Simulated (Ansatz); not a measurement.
# C2H5FOSi: the cost of one run

All numbers are computed with the Python package of Ansatz 0.2.0. Level of theory: B97/def2-SVP.

**1. The system**

Bond lengths: F1–Si2 1.555 Å, Si2–C3 1.828 Å, C3–O4 1.496 Å, Si2–C5 1.862 Å, O4–C5 1.453 Å, Si2–H6 1.496 Å, C3–H7 1.143 Å, C3–H8 1.055 Å, C5–H9 1.141 Å, C5–H10 1.062 Å. Angles (14 of 19 angles, heavy atoms first): F1–Si2–C3 111.0°, F1–Si2–C5 113.2°, C3–Si2–C5 73.2°, Si2–C3–O4 93.5°, C3–O4–C5 96.5°, Si2–C5–O4 93.5°, F1–Si2–H6 115.6°, C3–Si2–H6 119.0°, C5–Si2–H6 118.0°, Si2–C3–H7 116.8°, Si2–C3–H8 119.9°, O4–C3–H7 105.9°, O4–C3–H8 111.1°, Si2–C5–H9 113.8°.

Input file c2h5fosi.xyz:

```xyz
10

F    -2.16950   -0.07990   -0.52960
Si   -0.93400    0.21360    0.36760
C     0.30550   -1.12340    0.23120
O     1.11900   -0.38940   -0.78700
C     0.50950    0.91310   -0.57720
H    -1.23590    0.78800    1.71560
H     0.99500   -1.27970    1.12890
H     0.01690   -2.07300   -0.12620
H     1.20570    1.55680    0.05710
H     0.27110    1.42260   -1.47740
```

**2. Script**

Contents of energy_c2h5fosi.py:

```python
# -*- coding: utf-8 -*-
"""Single point of C2H5FOSi in a Gaussian basis."""

from pathlib import Path
import json

import ansatz as az
import numpy as np

BASIS_SET = "def2-SVP"

molecule = az.Crystal.molecule_from_extxyz("c2h5fosi.xyz")

setup = (
    molecule.calculation()
    .basis(gaussian=BASIS_SET)
    .functional(az.LibraryFunctional("B97"))
    .accuracy("medium")
    .forces()
    .orbitals()
)
done = setup.run(runs_dir="c2h5fosi_runs")
rep = done.report

print("reference energy %16.6f eV" % rep["reference_energy_ev"])
print("total energy     %16.6f eV" % rep["free_energy_ev"])
print("occupied orbitals outside the frozen core (up, down):", rep["n_occupied"], " frozen:", rep["n_frozen"], " virtual:", rep["n_virtual"])

symbols = [site.symbol for site in molecule.cartesian_sites]
print("forces (eV/A)")
for symbol, f in zip(symbols, rep["forces_ev_ang"]):
    print(f"  {symbol:2s} {f[0]:9.4f} {f[1]:9.4f} {f[2]:9.4f}")

charges = rep["charge_distribution"]
print("dipole moment", round(4.803205 * float(np.linalg.norm(charges["dipole_moment_e_ang"])), 3), "D")
print("Mulliken:", [(s, round(q, 3)) for s, q in zip(symbols, charges["mulliken_charges_e"])])

lines = Path(rep["orbitals_path"]).read_text().splitlines()
field_of = lambda key: [line.split("=")[1].strip() for line in lines if line.startswith(key)]
orbitals = [(27.211386 * float(e), s, float(n)) for e, s, n in zip(field_of("Ene="), field_of("Spin="), field_of("Occup="))]
homo = max(e for e, _, n in orbitals if n > 0.5)
lumo = min(e for e, _, n in orbitals if n < 0.5)
for e, spin, n in sorted(orbitals):
    if homo - 15 < e < lumo + 5:
        print(f"{spin:6s} {e:10.3f} eV  occupation {n:.0f}")
with open("c2h5fosi.json", "w") as handle:
    json.dump({k: rep[k] for k in ("free_energy_ev", "reference_energy_ev", "n_occupied", "n_virtual")}, handle, indent=1)
```

**3. Running it**

On the command line:

```sh
> python energy_c2h5fosi.py
```

What time and memory should one allow on 1 thread of Arm Neoverse V1, shared host?

About 10 s, with a peak of 0.29 GiB.
